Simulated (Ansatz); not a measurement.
# TaHCl (quartet): the correlation ladder at distance Ta1–Cl2 = 7.737 Å, def2-SVP

One table from this session's results is given with a row withheld; the runs are named, their logs left out.

Method: def2-SVP, core rule «outside noble gas», up to 9 orbitals frozen; program: Ansatz 0.2.0, Gaussian basis.

The runs, in order: UHF; CCSD(T) on ROHF; CCSD(T) on UHF; CISD; CCSDT(Q) on ROHF; CCSDT(Q) on UHF; CASSCF and MRCISD+Q, 5 electrons in 5 orbitals; CASSCF and NEVPT2, 5 electrons in 5 orbitals.

30 further runs of the same task are left out: 7 for a known fault of the program, 1 for a mislabelled method, 16 that didn't finish, 6 set aside as unsound or not needed.

## What is computed

The geometry derives from a PBE0/def2-TZVP stationary point (not a proven minimum). One bond is set to the value named and the two fragments are kept rigid. No spin-orbit coupling is included. Elements past krypton take def2 core potentials.

3 atoms, charge 0, spin multiplicity 4.

Atoms are counted from 1 here; the program's logs count them from 0.

Bond lengths: Ta1–H3 1.862 Å.

Geometry (Å):

```xyz
3
charge 0, multiplicity 4
Ta    0.0000    0.0000    1.9582
Cl    0.0000    0.0000   -5.7788
H     0.0000    0.0000    3.8207
```

The first run:

in.yaml

```yaml
crystal:
  periodic: [false, false, false]
  atoms:
    - {symbol: Ta, position_ang: [0.000000, 0.000000, 1.958167]}
    - {symbol: Cl, position_ang: [0.000000, 0.000000, -5.778833]}
    - {symbol: H, position_ang: [0.000000, 0.000000, 3.820667]}
basis:
  gaussian: {orbitals: def2-SVP}
magnetization: {spin_polarized: true, initial_magnetization: 3}
hamiltonian: {xc: hf}
output: {orbitals: {seedname: orbitals}}
```

Command:

```console
$ ansatz run in.yaml --threads 1 --pin off --events-out ev --progress --plain --max-ram 2393MiB
```

Steps of the session up to this table: UHF; CCSD(T) on ROHF; CCSD(T) on UHF; CISD; CCSDT(Q) on ROHF; CCSDT(Q) on UHF; CASSCF and MRCISD+Q, 5 electrons in 5 orbitals; CASSCF and NEVPT2, 5 electrons in 5 orbitals.

One table of the session follows, with a row left open; its other results are not shown here.

```
     method  from UCCSDT(Q) (kJ/mol)
       ROHF                   +622.3
        UHF                   +529.2
       RMP2                   +122.1
       UMP2                    +93.9
       CISD                    +78.8
      RCCSD                    +21.1
      UCCSD                     +9.7
   RCCSD(T)                     +7.8
   UCCSD(T)                     +2.4
     RCCSDT                     +1.5
     UCCSDT                     +0.4
  RCCSDT(Q)                        ?
  UCCSDT(Q)                        0
CASSCF pair                   +553.1
NEVPT2 pair                   +112.5
```

**Question.** Estimate the row for RCCSDT(Q).

The run gave: from UCCSDT(Q) (kJ/mol): +0.1. In the column «from UCCSDT(Q) (kJ/mol)» it lies between UCCSDT(Q) (0) and UCCSDT (+0.4).

Among the levels timed on like hardware and quicker than the yardstick, those that no quicker one beats, quickest first: CISD (28 s, +78.8 kJ/mol); UCCSD(T) (91 s, +2.4 kJ/mol).

Not comparable, so not listed: CASSCF and MRCISD+Q, 5 electrons in 5 orbitals (they don't share determinant, frozen orbitals or solution with the rows shown, or repeat one).

Limits of these values: The determinant is far from a pure spin state, so its energy mixes those of several spin states (harmless only where they are near-degenerate, as at dissociation). The program flags RCCSDT(Q) as in doubt, so those rows may rest on another solution; read them beside their warnings. Restricted and unrestricted rows rest on different reference determinants; where their highest levels disagree by more than a few hundredths of an eV, they describe different states and don't form one ladder. Warnings in the runs' records: lower state, passed over end.
